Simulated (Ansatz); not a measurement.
TaWC2 under changes of volume

One of the cells (10.916 Å³/atom); the others are scaled copies at fixed shape and fractional positions:

```
CELL_PARAMETERS angstrom
1.57186 0.90751 5.10162
-1.57186 0.90751 5.10162
0.00000 -1.81502 5.10162
ATOMIC_POSITIONS crystal
W 0.00000 0.00000 0.00000
Ta 0.50000 0.50000 0.50000
C 0.25093 0.25093 0.25093
C 0.74907 0.74907 0.74907
```

The cell comes from a database or a generator and needn't be the stable form of this composition.

| Property | Result |
| --- | --- |
| Program | Ansatz 0.2.0 |
| Functional | LDA |
| Potentials or basis | all-electron LAPW, scalar-relativistic |
| Cutoff | 304 eV (chosen from the basis error) |
| Basis error allowed | 0.002 eV/atom |
| k mesh | 10 × 10 × 10 |
| Occupations | fermi-dirac, width 0.05 eV |
| Spin | no spin polarisation |

```tsv
volume (Å³/atom)	energy over the lowest point (meV/atom)	pressure (GPa)	largest force (eV/Å)
10.261	1.36	5.1	0.083
10.479	0.00	-2.9	0.081
10.698	9.08	-10.2	0.079
10.916	27.52	-16.7	0.076
11.134	54.33	-22.5	0.073
11.353	?	?	?
11.571	129.69	-32.4	0.066
```

Problem. What does the run at 11.353 Å³/atom give?

Solution. Energy over the lowest point 88.65 meV/atom; pressure -27.7 GPa; largest force 0.069 eV/Å.

Worked out: A Birch-Murnaghan fit of order 3 (a polynomial in V^(-2/3)) to the other rows has its minimum at 10.40 Å³/atom with B0 = V·E''(V) = 382 GPa and B' = 4.4 at fixed shape and positions, which overstates the stiffness. It gives 88.74 meV/atom at 11.353 Å³/atom, against the run's 88.65, and -dE/dV = -27.7 GPa, against -27.7.

Energies are extrapolated to zero smearing.
